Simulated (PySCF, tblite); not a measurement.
# C₆H₆N₂OS: geometry, infrared bands and NMR shifts

Aim: predict the infrared bands and NMR shifts of C₆H₆N₂OS (`N#CCCC(=S)OCC#N`).

Computed with tblite 0.8.0 and PySCF 2.14.0, with density-fitted response routines of our own, on a single molecule in the gas phase. Atoms count from 0, in the outputs and in this text.

**1. The molecule as given**

16 atoms, charge 0, multiplicity 1; geometry from: force field or distance geometry start.

Bonds of the start (Å): N0–C1 1.15, C1–C2 1.48, C2–C3 1.52, C3–C4 1.50, C4–S5 1.66, C4–O6 1.36, O6–C7 1.45, C7–C8 1.47, C8–N9 1.17, C2–H10 1.09, C2–H11 1.09, C3–H12 1.11, C3–H13 1.10, C7–H14 1.10, C7–H15 1.09.

**2. Geometry optimisation with GFN2-xTB**

The job: settings as JSON, then the geometry in Å.

```
{"job": {"kind": "relax", "xc": "GFN2-xTB", "basis": "xTB"}, "charge": 0, "multiplicity": 1}
N      1.553600    -0.732700    -2.618900
C      1.875700    -0.571000    -1.528200
C      2.289700    -0.369100    -0.117000
C      1.132500    -0.636800     0.837600
C     -0.006900     0.329200     0.677100
S     -0.068400     1.824000     1.394700
O     -0.947200    -0.153200    -0.179200
C     -2.142600     0.572200    -0.556500
C     -3.222200     0.375100     0.420700
N     -4.086200     0.221100     1.194500
H      2.644900     0.657700     0.002100
H      3.112400    -1.036600     0.119900
H      1.494200    -0.587400     1.888800
H      0.755500    -1.664900     0.705500
H     -2.460200     0.156000    -1.522200
H     -1.932300     1.625200    -0.730200
```

Started as:

```sh
OMP_NUM_THREADS=1 python probes_run.py task.json out
```

One launch serves the whole session: the jobs run in the order shown.

**Question.** This job is followed by: GFN2-xTB harmonic vibrations, gas phase; GIAO PBE0/pcSseg-1 NMR shielding, non-relativistic, gas phase. What will the session give for the following? strongest single infrared mode (GFN2-xTB); zero-point energy (GFN2-xTB); ¹³C shifts against TMS (PBE0/pcSseg-1); ¹H shifts against TMS (PBE0/pcSseg-1, means over atoms taken as alike); ¹⁵N shifts against NH3 (PBE0/pcSseg-1); ³³S shifts against CS2 (PBE0/pcSseg-1); ¹⁷O shifts against H2O (PBE0/pcSseg-1).

**Answer**, as computed:

| quantity | value |
| --- | --- |
| strongest single infrared mode (GFN2-xTB) | 1325 cm⁻¹, 231 km/mol |
| zero-point energy (GFN2-xTB) | 69.2 kcal/mol |
| ¹³C shifts against TMS (PBE0/pcSseg-1) | 231.7, 122.4, 118.0, 55.7, 46.3, 21.8 ppm |
| ¹H shifts against TMS (PBE0/pcSseg-1, means over atoms taken as alike) | 5.43, 3.08, 2.70 ppm |
| ¹⁵N shifts against NH3 (PBE0/pcSseg-1) | 313.5, 305.0 ppm |
| ³³S shifts against CS2 (PBE0/pcSseg-1) | 450 ppm |
| ¹⁷O shifts against H2O (PBE0/pcSseg-1) | 278.7 ppm |

What this shows: Over 93 steps the energy fell by 0.250 eV; of the close pairs, C1–C2 changed most, 1.484 to 1.442 Å. All 42 modes are real, so the xTB geometry is a minimum. The strongest single mode, at 1325 cm⁻¹, has its largest shares on C4, O6 and H14 (the list is cut at 3 atoms). Unscaled tight-binding wavenumbers are off by several per cent, some by more. Its intensities can rank the bands wrongly. C4 (thiocarbonyl carbon) lies farthest downfield among carbon, at 231.7 ppm; low-lying n→π* states of the double bond to the heteroatom give a large paramagnetic term (-304 ppm). H14, H15 (mean) (hydrogen on an sp3 CH2 bonded to O, α to a nitrile) lies farthest downfield among hydrogen, at 5.43 ppm; its carbon carries O, hence the downfield position. At PBE0/pcSseg-1: The widest tensor belongs to S5: span 1181 ppm, with a paramagnetic part of -1006 ppm.
